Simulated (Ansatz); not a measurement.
**CH6BNSi: an energy map over bond length Si1–C2 and bond length Si1–H6**

A grid of calculations on CH₆BNSi, SMILES [SiH3]C1BN1, to see where the energy is lowest and how it rises around there.

Computed with Ansatz 0.2.0. Level: RKS PBE0-D4/def2-TZVP.

**1. The system as given**

SMILES `[SiH3]C1BN1`, 10 atoms, charge 0, spin multiplicity 1.

Atoms are counted from 1 here; the program's logs count them from 0.

Bond lengths: Si1–C2 1.887 Å, Si1–H5 1.511 Å, Si1–H6 1.507 Å, Si1–H7 1.507 Å, C2–B3 1.591 Å, C2–N4 1.493 Å, C2–H8 1.113 Å, B3–N4 1.354 Å, B3–H9 1.202 Å, N4–H10 1.019 Å. Angles: C2–Si1–H5 112.3°, C2–Si1–H6 109.7°, C2–Si1–H7 110.2°, H5–Si1–H6 107.6°, H5–Si1–H7 107.8°, H6–Si1–H7 109.2°, Si1–C2–B3 122.4°, Si1–C2–N4 120.0°, Si1–C2–H8 114.9°, B3–C2–N4 52.0°, B3–C2–H8 117.7°, N4–C2–H8 115.1°, C2–B3–N4 60.3°, C2–B3–H9 154.0°, N4–B3–H9 145.7°, C2–N4–B3 67.8°, C2–N4–H10 134.1°, B3–N4–H10 157.9°.

As a file:

```xyz
10

Si   -1.1401    0.7257   -0.5408
C     0.6104    0.0800   -0.2583
B     1.1415   -0.3434    1.1807
N     0.8203   -1.2978    0.2759
H    -1.7966    0.0949   -1.7469
H    -1.9973    0.4159    0.6597
H    -1.1146    2.2165   -0.7588
H     1.3606    0.4143   -1.0086
H     1.5482   -0.1237    2.2898
H     0.6507   -2.2335   -0.0898
```

This geometry comes from a loose relaxation at PBE in a small basis, which is not shown.

**2. Relaxing the molecule**

File input.yaml:

```yaml
crystal:
  periodic: [false, false, false]
  atoms:
    - { symbol: Si, position_ang: [-1.140114, 0.725742, -0.540835] }
    - { symbol: C, position_ang: [0.610384, 0.080005, -0.258269] }
    - { symbol: B, position_ang: [1.141475, -0.343439, 1.180747] }
    - { symbol: "N", position_ang: [0.820283, -1.297776, 0.275888] }
    - { symbol: H, position_ang: [-1.796587, 0.094885, -1.746908] }
    - { symbol: H, position_ang: [-1.997269, 0.415896, 0.659727] }
    - { symbol: H, position_ang: [-1.114618, 2.216462, -0.758834] }
    - { symbol: H, position_ang: [1.36065, 0.414339, -1.00859] }
    - { symbol: H, position_ang: [1.548239, -0.123708, 2.289842] }
    - { symbol: H, position_ang: [0.650656, -2.233506, -0.089768] }
basis:
  gaussian: { orbitals: def2-TZVP }
hamiltonian:
  xc: pbe0
  dispersion: d4
output:
  forces: true
relax:
  f_tol: 0.003
  max_steps: 120
```

The run is started by

```sh
$ ansatz run input.yaml --threads 1 --pin off --max-ram 2560MiB --backend cpu --events-out ev --progress --plain --runs-dir out
```

Output (excerpt; [...] marks lines left out):

```text
Warning: RAYON_NUM_THREADS=1 ignored (pool sized by the plan → 1); use --threads N
[...]
Functional definition: PBE0
[...]
1036 factors; their error is unknown
[...]
mean field -11171.59141669 eV, -410.5484121869 hartree, gradient 2.7e-5 eV, S^2 0.000000; 0 other end points of the search recorded, 0 dependent functions left out
[...]
reference -11171.59145243 eV, -410.5484135000 hartree; 19, 19 occupied and 147, 147 virtual orbitals, 1036 factors
relax step   1: F+E_penalty+E_count = -11171.74497861 eV  Δ(F+E_penalty+E_count) = +0.000e0 eV  max|allowed force component| = 6.745e-1 eV/Å  Δτ_max = 0.0000 Å  (27 SCF iters, accepted)
[...]
relax step   4: F+E_penalty+E_count = -11171.78783895 eV  Δ(F+E_penalty+E_count) = -2.241e-4 eV  max|allowed force component| = 2.329e-2 eV/Å  Δτ_max = 0.0067 Å  (34 SCF iters, accepted)
[...]
relax step   7: F+E_penalty+E_count = -11171.78827315 eV  Δ(F+E_penalty+E_count) = -7.240e-5 eV  max|allowed force component| = 1.191e-2 eV/Å  Δτ_max = 0.0067 Å  (33 SCF iters, accepted)
[...]
relax step  10: F+E_penalty+E_count = -11171.78832641 eV  Δ(F+E_penalty+E_count) = -4.387e-9 eV  max|allowed force component| = 4.251e-3 eV/Å  Δτ_max = 0.0000 Å  (34 SCF iters, accepted)
[...]
relax step  11: F+E_penalty+E_count = -11171.78832682 eV  Δ(F+E_penalty+E_count) = -4.068e-7 eV  max|allowed force component| = 5.484e-3 eV/Å  Δτ_max = 0.0019 Å  (34 SCF iters, accepted)
[...]
relax step  12: F+E_penalty+E_count = -11171.78832970 eV  Δ(F+E_penalty+E_count) = -2.882e-6 eV  max|allowed force component| = 1.130e-3 eV/Å  Δτ_max = 0.0008 Å  (34 SCF iters, accepted)
1036 factors; their error is unknown
[...]
mean field -11171.63352752 eV, -410.5499597313 hartree, gradient 1.2e-5 eV, S^2 0.000000; 1 other end points of the search recorded, 0 dependent functions left out
[...]
reference -11171.63356297 eV, -410.5499610340 hartree; 19, 19 occupied and 147, 147 virtual orbitals, 1036 factors
Total energy: -11171.78836515 eV, -410.5556499092 hartree
Atom 0 at    -1.120139     0.712491    -0.532015 Å, force     0.000117    -0.001054    -0.000276 eV/Å
Atom 1 at     0.617010     0.095461    -0.261002 Å, force     0.000797     0.001130     0.001017 eV/Å
Atom 2 at     1.127618    -0.340643     1.160486 Å, force    -0.000062     0.000598    -0.000756 eV/Å
Atom 3 at     0.833407    -1.280714     0.253545 Å, force    -0.000558    -0.000204     0.000070 eV/Å
Atom 4 at    -1.774498     0.069861    -1.709005 Å, force    -0.000551     0.000145     0.000126 eV/Å
Atom 5 at    -1.949354     0.409440     0.667515 Å, force    -0.000082     0.000132    -0.000110 eV/Å
Atom 6 at    -1.105493     2.182932    -0.762393 Å, force     0.000041     0.000143    -0.000160 eV/Å
Atom 7 at     1.358490     0.426513    -0.992513 Å, force     0.000038    -0.000264    -0.000029 eV/Å
Atom 8 at     1.497409    -0.132330     2.263843 Å, force     0.000122    -0.000405     0.000288 eV/Å
Atom 9 at     0.598649    -2.194112    -0.085460 Å, force     0.000137    -0.000221    -0.000170 eV/Å
Dipole moment:     0.118710    -0.257431    -0.037771 e Å
```

Wall time 48 s (1 thread of Intel Xeon 6975P-C (Granite Rapids), shared host); peak memory 0.33 GiB.

The steps of the relaxation:

```csv
step,energy from step 1 (eV),largest force component (eV/Å)
1,0.0000,0.6745
2,-0.0385,0.2176
3,-0.0426,0.0383
4,-0.0429,0.0233
5,-0.0429,0.0196
6,-0.0432,0.0167
7,-0.0433,0.0119
8,-0.0433,0.0085
9,-0.0433,0.0043
10,-0.0433,0.0043
11,-0.0433,0.0055
12,-0.0434,0.0011
```

Distances of close pairs at the start and the end, largest changes first:

```csv
bond,before (Å),after (Å),change (Å)
Si1–C2,1.887,1.863,-0.024
C2–H8,1.113,1.093,-0.020
B3–H9,1.202,1.182,-0.019
C2–B3,1.591,1.572,-0.019
Si1–H5,1.511,1.492,-0.019
Si1–H7,1.507,1.488,-0.018
Si1–H6,1.507,1.489,-0.018
N4–H10,1.019,1.002,-0.017
```

**3. The grid**

First coordinate, bond length Si1–C2: 15 values from 1.528 to 2.795 Å. Second coordinate, bond length Si1–H6: 15 values from 1.251 to 1.936 Å.

Nothing else is relaxed (all other coordinates rigid). Energies count from the relaxed molecule at the same level. Points are written as (first, second).

Below, 3 of the grid's runs; all are launched alike.

**4. Grid point (1.890 Å, 1.496 Å)**

File input.yaml:

```yaml
crystal:
  periodic: [false, false, false]
  atoms:
    - { symbol: Si, position_ang: [-1.120139, 0.712491, -0.532015] }
    - { symbol: C, position_ang: [0.641909, 0.086617, -0.257118] }
    - { symbol: B, position_ang: [1.152517, -0.349487, 1.16437] }
    - { symbol: "N", position_ang: [0.858306, -1.289558, 0.257429] }
    - { symbol: H, position_ang: [-1.774498, 0.069861, -1.709005] }
    - { symbol: H, position_ang: [-1.953029, 0.408097, 0.672831] }
    - { symbol: H, position_ang: [-1.105493, 2.182932, -0.762393] }
    - { symbol: H, position_ang: [1.38339, 0.417669, -0.988629] }
    - { symbol: H, position_ang: [1.522309, -0.141174, 2.267727] }
    - { symbol: H, position_ang: [0.623548, -2.202956, -0.081576] }
basis:
  gaussian: { orbitals: def2-TZVP }
hamiltonian:
  xc: pbe0
  dispersion: d4
output:
  forces: true
```

The run is started by

```sh
$ ansatz run input.yaml --threads 1 --pin off --max-ram 2560MiB --backend cpu --events-out ev --progress --plain --runs-dir out
```

Output (excerpt; [...] marks lines left out):

```text
Warning: RAYON_NUM_THREADS=1 ignored (pool sized by the plan → 1); use --threads N
[...]
[... 1 set-up line as earlier in the session ...]
[...]
1036 factors; their error is unknown
[...]
mean field -11171.62732641 eV, -410.5497318447 hartree, gradient 2.5e-5 eV, S^2 0.000000; 0 other end points of the search recorded, 0 dependent functions left out
[...]
reference -11171.62736196 eV, -410.5497331511 hartree; 19, 19 occupied and 147, 147 virtual orbitals, 1036 factors
Total energy: -11171.78156889 eV, -410.5554001512 hartree
Atom 0 at    -1.120139     0.712491    -0.532015 Å, force     0.344241    -0.165443     0.142777 eV/Å
Atom 1 at     0.641909     0.086617    -0.257118 Å, force    -0.377843     0.114829    -0.020382 eV/Å
Atom 2 at     1.152517    -0.349487     1.164370 Å, force    -0.015412     0.028212    -0.006746 eV/Å
Atom 3 at     0.858306    -1.289558     0.257429 Å, force    -0.020682     0.013857    -0.031970 eV/Å
Atom 4 at    -1.774498     0.069861    -1.709005 Å, force     0.011879    -0.002555     0.007681 eV/Å
Atom 5 at    -1.953029     0.408097     0.672831 Å, force     0.076961     0.020947    -0.092001 eV/Å
Atom 6 at    -1.105493     2.182932    -0.762393 Å, force     0.006111    -0.006253     0.004424 eV/Å
Atom 7 at     1.383390     0.417669    -0.988629 Å, force    -0.028838     0.003166    -0.009296 eV/Å
Atom 8 at     1.522309    -0.141174     2.267727 Å, force     0.000198    -0.003884     0.003042 eV/Å
Atom 9 at     0.623548    -2.202956    -0.081576 Å, force     0.003384    -0.002876     0.002472 eV/Å
Dipole moment:     0.110727    -0.254469    -0.041965 e Å
```

It took 3.6 s on 1 thread of Intel Xeon 6975P-C (Granite Rapids), shared host; peak memory 0.32 GiB.

Energy on the map's scale: 0.007 eV.

**5. Point (1.980 Å, 1.447 Å)**

File input.yaml:

```yaml
crystal:
  periodic: [false, false, false]
  atoms:
    - { symbol: Si, position_ang: [-1.120139, 0.712491, -0.532015] }
    - { symbol: C, position_ang: [0.725816, 0.056814, -0.244027] }
    - { symbol: B, position_ang: [1.236425, -0.379291, 1.177461] }
    - { symbol: "N", position_ang: [0.942213, -1.319362, 0.27052] }
    - { symbol: H, position_ang: [-1.774498, 0.069861, -1.709005] }
    - { symbol: H, position_ang: [-1.925748, 0.418067, 0.633368] }
    - { symbol: H, position_ang: [-1.105493, 2.182932, -0.762393] }
    - { symbol: H, position_ang: [1.467297, 0.387865, -0.975538] }
    - { symbol: H, position_ang: [1.606216, -0.170978, 2.280818] }
    - { symbol: H, position_ang: [0.707455, -2.23276, -0.068485] }
basis:
  gaussian: { orbitals: def2-TZVP }
hamiltonian:
  xc: pbe0
  dispersion: d4
output:
  forces: true
```

The run is started by

```sh
$ ansatz run input.yaml --threads 1 --pin off --max-ram 2560MiB --backend cpu --events-out ev --progress --plain --runs-dir out
```

Output (excerpt; [...] marks lines left out):

```text
Warning: RAYON_NUM_THREADS=1 ignored (pool sized by the plan → 1); use --threads N
[...]
[... 1 set-up line as earlier in the session ...]
[...]
1036 factors; their error is unknown
[...]
mean field -11171.51389173 eV, -410.5455631971 hartree, gradient 1.8e-5 eV, S^2 0.000000; 0 other end points of the search recorded, 0 dependent functions left out
[...]
reference -11171.51392752 eV, -410.5455645122 hartree; 19, 19 occupied and 147, 147 virtual orbitals, 1036 factors
Total energy: -11171.66621192 eV, -410.5511608609 hartree
Atom 0 at    -1.120139     0.712491    -0.532015 Å, force     1.857795    -0.344689    -0.436171 eV/Å
Atom 1 at     0.725816     0.056814    -0.244027 Å, force    -1.293897     0.390101    -0.058417 eV/Å
Atom 2 at     1.236425    -0.379291     1.177461 Å, force    -0.064605     0.125248    -0.029177 eV/Å
Atom 3 at     0.942213    -1.319362     0.270520 Å, force    -0.090467     0.051953    -0.135844 eV/Å
Atom 4 at    -1.774498     0.069861    -1.709005 Å, force     0.057833    -0.009765     0.008392 eV/Å
Atom 5 at    -1.925748     0.418067     0.633368 Å, force    -0.399001    -0.175885     0.661665 eV/Å
Atom 6 at    -1.105493     2.182932    -0.762393 Å, force     0.034516    -0.016948     0.003581 eV/Å
Atom 7 at     1.467297     0.387865    -0.975538 Å, force    -0.117913     0.008896    -0.037125 eV/Å
Atom 8 at     1.606216    -0.170978     2.280818 Å, force     0.000079    -0.016184     0.013552 eV/Å
Atom 9 at     0.707455    -2.232760    -0.068485 Å, force     0.015659    -0.012727     0.009545 eV/Å
Dipole moment:     0.074595    -0.248904    -0.039631 e Å
```

It took 3.3 s on 1 thread of Intel Xeon 6975P-C (Granite Rapids), shared host; peak memory 0.32 GiB.

Energy on the map's scale: 0.12 eV.

**6. Point (1.618 Å, 1.300 Å)**

File input.yaml:

```yaml
crystal:
  periodic: [false, false, false]
  atoms:
    - { symbol: Si, position_ang: [-1.120139, 0.712491, -0.532015] }
    - { symbol: C, position_ang: [0.388323, 0.17669, -0.29668] }
    - { symbol: B, position_ang: [0.898932, -0.259414, 1.124809] }
    - { symbol: "N", position_ang: [0.60472, -1.199485, 0.217867] }
    - { symbol: H, position_ang: [-1.774498, 0.069861, -1.709005] }
    - { symbol: H, position_ang: [-1.843907, 0.447978, 0.514977] }
    - { symbol: H, position_ang: [-1.105493, 2.182932, -0.762393] }
    - { symbol: H, position_ang: [1.129804, 0.507742, -1.028191] }
    - { symbol: H, position_ang: [1.268723, -0.051101, 2.228165] }
    - { symbol: H, position_ang: [0.369963, -2.112883, -0.121138] }
basis:
  gaussian: { orbitals: def2-TZVP }
hamiltonian:
  xc: pbe0
  dispersion: d4
output:
  forces: true
```

The run is started by

```sh
$ ansatz run input.yaml --threads 1 --pin off --max-ram 2560MiB --backend cpu --events-out ev --progress --plain --runs-dir out
```

Output (excerpt; [...] marks lines left out):

```text
Warning: RAYON_NUM_THREADS=1 ignored (pool sized by the plan → 1); use --threads N
[...]
[... 1 set-up line as earlier in the session ...]
[...]
1036 factors; their error is unknown
[...]
mean field -11170.35249617 eV, -410.5028826973 hartree, gradient 2.9e-5 eV, S^2 0.000000; 0 other end points of the search recorded, 0 dependent functions left out
[...]
reference -11170.35253069 eV, -410.5028839659 hartree; 19, 19 occupied and 147, 147 virtual orbitals, 1036 factors
Total energy: -11170.51254451 eV, -410.5087643654 hartree
Atom 0 at    -1.120139     0.712491    -0.532015 Å, force    -4.563339     3.575663    -4.998164 eV/Å
Atom 1 at     0.388323     0.176690    -0.296680 Å, force     7.245203    -2.358837     0.726825 eV/Å
Atom 2 at     0.898932    -0.259414     1.124809 Å, force     0.148053    -0.242791     0.046320 eV/Å
Atom 3 at     0.604720    -1.199485     0.217867 Å, force     0.194522    -0.119396     0.303982 eV/Å
Atom 4 at    -1.774498     0.069861    -1.709005 Å, force    -0.141541     0.024480    -0.143312 eV/Å
Atom 5 at    -1.843907     0.447978     0.514977 Å, force    -3.071893    -0.993751     4.118756 eV/Å
Atom 6 at    -1.105493     2.182932    -0.762393 Å, force    -0.058387     0.106162    -0.074376 eV/Å
Atom 7 at     1.129804     0.507742    -1.028191 Å, force     0.283648    -0.049261     0.086153 eV/Å
Atom 8 at     1.268723    -0.051101     2.228165 Å, force    -0.003308     0.035407    -0.027280 eV/Å
Atom 9 at     0.369963    -2.112883    -0.121138 Å, force    -0.032959     0.022324    -0.038903 eV/Å
Dipole moment:     0.193060    -0.300668     0.038112 e Å
```

Run time: 3.5 s. Hardware: 1 thread of Intel Xeon 6975P-C (Granite Rapids), shared host; peak memory 0.32 GiB.

That is 1.28 eV from the zero.

**7. The map**

225 points were computed. Energies in eV, from the relaxed molecule at the same level:

```
bond length Si1–H6 (Å) ↓, bond length Si1–C2 (Å) →  1.528  1.618  1.709  1.799  1.890  1.980  2.071  2.161  2.252  2.342  2.433  2.523  2.614  2.704  2.795
                                             1.936   2.72   1.75   1.21   0.99   0.96   1.07   1.27   1.51   1.79   2.07   2.37   2.66   2.94   3.21   3.47
                                             1.887   2.57   1.60   1.06   0.83   0.81   0.92   1.11   1.35   1.63   1.92   2.21   2.50   2.78   3.05   3.31
                                             1.838   2.43   1.46   0.92   0.69   0.66   0.77   0.96   1.20   1.48   1.77   2.06   2.35   2.63   2.90   3.16
                                             1.789   2.30   1.32   0.78   0.55   0.52   0.63   0.82   1.06   1.34   1.62   1.92   2.21   2.49   2.76   3.02
                                             1.740   2.18   1.20   0.66   0.42   0.39   0.50   0.69   0.93   1.21   1.49   1.79   2.07   2.36   2.63   2.89
                                             1.692   2.07   1.09   0.54   0.31   0.28   0.38   0.57   0.81   1.09   1.37   1.67   1.95   2.24   2.51   2.77
                                             1.643   1.97   0.99   0.44   0.21   0.17   0.28   0.47   0.71   0.98   1.26   1.56   1.85   2.13   2.40   2.66
                                             1.594   1.90   0.91   0.36   0.12   0.09   0.19   0.38   0.62   0.90   1.18   1.47   1.76   2.04   2.32   2.58
                                             1.545   1.85   0.86   0.31   0.07   0.03   0.13   0.32   0.56   0.84   1.12   1.41   1.70   1.98   2.25   2.52
                                             1.496   1.83   0.84   0.28   0.04   0.01   0.11   0.30   0.54   0.81   1.09   1.38   1.67   1.96   2.23   2.49
                                             1.447   1.85   0.86   0.30   0.06   0.02   0.12   0.31   0.55   0.82   1.11   1.40   1.69   1.97   2.24   2.50
                                             1.398   1.93   0.93   0.37   0.13   0.09   0.19   0.38   0.62   0.89   1.17   1.46   1.75   2.03   2.31   2.57
                                             1.349   2.07   1.06   0.51   0.26   0.22   0.32   0.50   0.74   1.02   1.30   1.59   1.88   2.16   2.43   2.69
                                             1.300   2.28   1.28   0.72   0.47   0.43   0.52   0.71   0.95   1.22   1.50   1.79   2.08   2.37   2.64   2.90
                                             1.251   2.59   1.58   1.02   0.77   0.73   0.82   1.01   1.25   1.52   1.80   2.09   2.38   2.67   2.94   3.20
```

On the same grid, dipole moment (D):

| bond length Si1–H6 (Å) ↓, bond length Si1–C2 (Å) → | 1.528 | 1.618 | 1.709 | 1.799 | 1.890 | 1.980 | 2.071 | 2.161 | 2.252 | 2.342 | 2.433 | 2.523 | 2.614 | 2.704 | 2.795 |
| --- | --- | --- | --- | --- | --- | --- | --- | --- | --- | --- | --- | --- | --- | --- | --- |
| 1.936 | 2.39 | 2.16 | 1.97 | 1.81 | 1.69 | 1.60 | 1.55 | 1.52 | 1.51 | 1.52 | 1.55 | 1.59 | 1.64 | 1.71 | 1.78 |
| 1.887 | 2.33 | 2.10 | 1.91 | 1.75 | 1.63 | 1.55 | 1.50 | 1.47 | 1.46 | 1.47 | 1.50 | 1.54 | 1.59 | 1.65 | 1.73 |
| 1.838 | 2.27 | 2.05 | 1.85 | 1.70 | 1.58 | 1.50 | 1.45 | 1.42 | 1.41 | 1.42 | 1.45 | 1.49 | 1.54 | 1.60 | 1.68 |
| 1.789 | 2.22 | 2.00 | 1.81 | 1.65 | 1.53 | 1.45 | 1.40 | 1.37 | 1.37 | 1.38 | 1.41 | 1.45 | 1.50 | 1.56 | 1.63 |
| 1.740 | 2.18 | 1.95 | 1.76 | 1.61 | 1.49 | 1.41 | 1.36 | 1.34 | 1.33 | 1.34 | 1.37 | 1.41 | 1.46 | 1.52 | 1.59 |
| 1.692 | 2.13 | 1.91 | 1.72 | 1.57 | 1.45 | 1.38 | 1.33 | 1.30 | 1.30 | 1.31 | 1.34 | 1.38 | 1.43 | 1.49 | 1.55 |
| 1.643 | 2.10 | 1.87 | 1.68 | 1.53 | 1.42 | 1.34 | 1.30 | 1.27 | 1.27 | 1.28 | 1.31 | 1.35 | 1.40 | 1.46 | 1.52 |
| 1.594 | 2.06 | 1.84 | 1.65 | 1.50 | 1.39 | 1.32 | 1.27 | 1.25 | 1.25 | 1.26 | 1.29 | 1.33 | 1.37 | 1.43 | 1.50 |
| 1.545 | 2.03 | 1.81 | 1.62 | 1.48 | 1.37 | 1.29 | 1.25 | 1.23 | 1.23 | 1.24 | 1.27 | 1.31 | 1.36 | 1.41 | 1.48 |
| 1.496 | 2.01 | 1.79 | 1.60 | 1.46 | 1.35 | 1.28 | 1.23 | 1.22 | 1.22 | 1.23 | 1.26 | 1.30 | 1.34 | 1.40 | 1.46 |
| 1.447 | 1.98 | 1.77 | 1.58 | 1.44 | 1.33 | 1.26 | 1.22 | 1.21 | 1.21 | 1.22 | 1.25 | 1.29 | 1.33 | 1.39 | 1.45 |
| 1.398 | 1.97 | 1.75 | 1.57 | 1.43 | 1.32 | 1.25 | 1.21 | 1.20 | 1.20 | 1.22 | 1.24 | 1.28 | 1.33 | 1.38 | 1.44 |
| 1.349 | 1.95 | 1.74 | 1.56 | 1.42 | 1.31 | 1.25 | 1.21 | 1.20 | 1.20 | 1.22 | 1.24 | 1.28 | 1.32 | 1.37 | 1.43 |
| 1.300 | 1.94 | 1.73 | 1.55 | 1.41 | 1.31 | 1.24 | 1.21 | 1.20 | 1.20 | 1.22 | 1.24 | 1.28 | 1.32 | 1.37 | 1.43 |
| 1.251 | 1.93 | 1.72 | 1.54 | 1.40 | 1.31 | 1.24 | 1.21 | 1.20 | 1.20 | 1.22 | 1.25 | 1.28 | 1.32 | 1.37 | 1.43 |

On the same grid, largest force on an atom (eV/Å):

```
bond length Si1–H6 (Å) ↓, bond length Si1–C2 (Å) →  1.528  1.618  1.709  1.799  1.890  1.980  2.071  2.161  2.252  2.342  2.433  2.523  2.614  2.704  2.795
                                             1.936   14.6    9.0    5.4    3.4    3.2    3.2    3.2    3.2    3.3    3.3    3.3    3.3    3.2    3.2    3.2
                                             1.887   14.6    9.0    5.3    3.3    3.1    3.1    3.1    3.1    3.2    3.3    3.3    3.2    3.2    3.1    3.1
                                             1.838   14.5    8.9    5.3    3.2    2.9    2.9    3.0    3.0    3.1    3.2    3.2    3.2    3.1    3.0    3.0
                                             1.789   14.5    8.9    5.2    3.1    2.7    2.7    2.8    2.9    3.1    3.1    3.1    3.1    3.0    2.9    2.9
                                             1.740   14.4    8.8    5.1    3.0    2.5    2.6    2.6    2.8    3.0    3.0    3.0    3.0    2.9    2.8    2.7
                                             1.692   14.3    8.7    5.0    2.8    2.3    2.3    2.5    2.7    2.8    2.9    2.9    2.9    2.8    2.7    2.6
                                             1.643   14.2    8.6    4.8    2.5    1.9    2.0    2.3    2.6    2.7    2.8    2.8    2.7    2.6    2.5    2.4
                                             1.594   14.0    8.4    4.5    2.2    1.5    1.7    2.2    2.5    2.6    2.7    2.7    2.6    2.5    2.4    2.2
                                             1.545   13.8    8.1    4.2    1.7    0.9    1.5    2.1    2.4    2.6    2.6    2.6    2.5    2.4    2.3    2.1
                                             1.496   13.6    7.8    3.9    1.3    0.4    1.5    2.2    2.5    2.7    2.8    2.7    2.7    2.6    2.4    2.2
                                             1.447   13.3    7.6    3.7    1.3    1.0    1.9    2.6    2.9    3.1    3.1    3.1    3.1    3.0    2.8    2.7
                                             1.398   13.3    7.6    3.7    2.0    2.1    2.8    3.4    3.7    3.8    3.9    3.9    3.8    3.7    3.6    3.5
                                             1.349   13.3    7.6    4.1    3.4    3.4    4.1    4.5    4.8    5.0    5.0    5.0    5.0    4.9    4.8    4.6
                                             1.300   13.4    7.7    5.2    5.2    5.1    5.7    6.1    6.4    6.5    6.5    6.5    6.5    6.4    6.3    6.2
                                             1.251   13.4    8.5    7.3    7.3    7.3    7.7    8.1    8.4    8.5    8.5    8.5    8.5    8.4    8.3    8.3
```

**8. Results**

| quantity | value |
| --- | --- |
| lowest point | (1.890 Å, 1.496 Å), 0.007 eV |
| highest computed point | (2.795 Å, 1.936 Å), 3.46 eV above the lowest |
| dipole moment (D) | 1.20 at (2.161 Å, 1.300 Å) to 2.39 at (1.528 Å, 1.936 Å); 1.35 at the lowest point |
| largest force on an atom (eV/Å) | 0.4 at (1.890 Å, 1.496 Å) to 14.6 at (1.528 Å, 1.936 Å); 0.4 at the lowest point |
| time for the whole task | 15 min on 1 thread, shared host |

In words: The lowest computed point is at (1.890 Å, 1.496 Å), 0.007 eV from the relaxed molecule at the same level. No other kind of well shows on this grid. The highest computed point, (2.795 Å, 1.936 Å), lies 3.46 eV above the lowest. Round the minimum the two coordinates are nearly uncoupled.
